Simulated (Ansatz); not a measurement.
# Mo2: the cost of one run

The runs use Ansatz 0.2.0, Gaussian basis; def2-TZVPP, core rule «outside noble gas», up to 8 orbitals frozen.

To be run: UHF; ROHF; CCSD(T) on UHF.

2 further runs of the same task are left out: 2 set aside as unsound or not needed.

## 1. The system

The geometry is a PBE0/def2-TZVP stationary point (not a proven minimum) of the parent state, kept for this charge and spin. No spin-orbit coupling is included. Elements past krypton take def2 core potentials.

2 atoms, charge 1, spin multiplicity 2.

Atoms are counted from 1 here; the program's logs count them from 0.

Bond lengths: Mo1–Mo2 1.887 Å.

Coordinates:

```xyz
2
Mo2
Mo    0.0000    0.0000    0.0000
Mo    0.0000    0.0000    1.8872
```

## 2. UHF

in.yaml

```yaml
crystal:
  periodic: [false, false, false]
  atoms:
    - {symbol: Mo, position_ang: [0.000000, 0.000000, 0.000000]}
    - {symbol: Mo, position_ang: [0.000000, 0.000000, 1.887200]}
basis:
  gaussian: {orbitals: def2-TZVPP}
total_charge: 1
magnetization: {spin_polarized: true, initial_magnetization: 1}
hamiltonian: {xc: hf}
output: {orbitals: {seedname: orbitals}}
```

Run with:

```
$ ansatz run in.yaml --threads 1 --pin off --events-out ev --progress --plain --max-ram 4096MiB --backend cpu
```

Q: Estimate wall time and peak memory on 1 thread of AMD EPYC 7R13, shared host.

About 14 s, with a peak of 0.26 GiB.
